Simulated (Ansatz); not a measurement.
**AsH4OS+ (SMILES [OH2+][AsH]S): single points off equilibrium**

One table from this session's results is given with a row withheld; the runs are named, their logs left out.

Method: single points in def2-TZVPP; program: Ansatz 0.2.0, Gaussian basis.

Correlated methods freeze the cores. Filled d shells of the heavier atoms are correlated.

## The system as given

SMILES `[OH2+][AsH]S`, 7 atoms, charge 1, spin multiplicity 1.

Atoms are counted from 1 here; the program's logs count them from 0.

Bond lengths: O1–H4 0.922 Å, O1–H5 0.923 Å, As2–S3 2.058 Å, As2–H6 1.412 Å, S3–H7 1.321 Å. Angles: H4–O1–H5 107.6°, S3–As2–H6 97.7°, As2–S3–H7 99.7°.

Geometry (Å):

```tsv
atom	x (Å)	y (Å)	z (Å)
O1	-0.81350	0.61540	-0.87630
As2	-0.31950	-0.24960	1.13570
S3	0.94410	-1.77120	0.56560
H4	-1.39350	0.15010	-1.42060
H5	-1.08130	1.49870	-0.87460
H6	0.63380	0.79230	1.14910
H7	2.04810	-1.07670	0.35790
```

Set-up of the first run:

run/in.yaml reads:

```yaml
crystal:
  periodic: [false, false, false]
  atoms:
    - {symbol: O, position_ang: [-0.813500, 0.615400, -0.876300]}
    - {symbol: As, position_ang: [-0.319500, -0.249600, 1.135700]}
    - {symbol: S, position_ang: [0.944100, -1.771200, 0.565600]}
    - {symbol: H, position_ang: [-1.393500, 0.150100, -1.420600]}
    - {symbol: H, position_ang: [-1.081300, 1.498700, -0.874600]}
    - {symbol: H, position_ang: [0.633800, 0.792300, 1.149100]}
    - {symbol: H, position_ang: [2.048100, -1.076700, 0.357900]}
basis:
  gaussian: {orbitals: def2-TZVPP}
total_charge: 1
correlation: {method: ccsd_t}
output: {forces: true}
```

The command line of these runs was not kept.

Steps of the session up to this table: CCSD(T)/def2-TZVPP; PBE0-D4/def2-TZVPP; wB97M-V/def2-TZVPP; r2SCAN-D4/def2-TZVPP; PBE-D4/def2-TZVPP; BLYP-D4/def2-TZVPP; r2SCAN0-D4/def2-TZVPP.

One of the session's tables, all rows but one given; the rest of the session is left out.

```
    method  RMS force component (eV/Å)  angle to CCSD(T) forces (°)
   CCSD(T)                       1.419                    reference
   PBE0-D4                       1.419                          4.1
   wB97M-V                       1.401                          2.8
 r2SCAN-D4                       1.449                          3.4
    PBE-D4                           ?                            ?
   BLYP-D4                       1.686                          6.5
r2SCAN0-D4                       1.297                          4.6
```

**Question.** Estimate the row for PBE-D4.

The run gave: RMS force component (eV/Å): 1.652; angle to CCSD(T) forces (°): 4.8. In the column «RMS force component (eV/Å)» it lies between r2SCAN-D4 (1.449) and BLYP-D4 (1.686).
